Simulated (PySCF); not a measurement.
NGaOH4, in a box:

```
CELL_PARAMETERS angstrom
13.00000 0.00000 0.00000
0.00000 10.00000 0.00000
0.00000 0.00000 13.00000
ATOMIC_POSITIONS crystal
N 0.41750 0.51347 0.44622
Ga 0.53718 0.50355 0.51741
O 0.65347 0.48364 0.44548
H 0.41150 0.50863 0.36922
H 0.34853 0.52468 0.48013
H 0.54445 0.51127 0.63601
H 0.64408 0.47952 0.37240
```

Base run:

* Program: PySCF 2.14.0
* Functional: SVWN5
* Potentials or basis: def2-svp (all-electron)
* k mesh: 1 × 1 × 1
* Occupations: fixed
* Spin: no spin polarisation

Its results: gap between the frontier levels 5.02 eV.

**Question.** After a change of settings the same cell gave: gap between the frontier levels 5.07 eV. Which change was it?
A. functional from SVWN5 to X3LYP; dispersion from none to D4
B. functional from SVWN5 to PBEsol0
C. functional from SVWN5 to PBE
D. functional from SVWN5 to M06-L

**Answer.** C.

Caveats: this is a molecule in a periodic box at the Γ point, so its band gap is the HOMO-LUMO gap; relativity is left out, which matters for the heavier elements; the basis of atomic orbitals isn't converged, which shifts pressures, moduli and gaps.
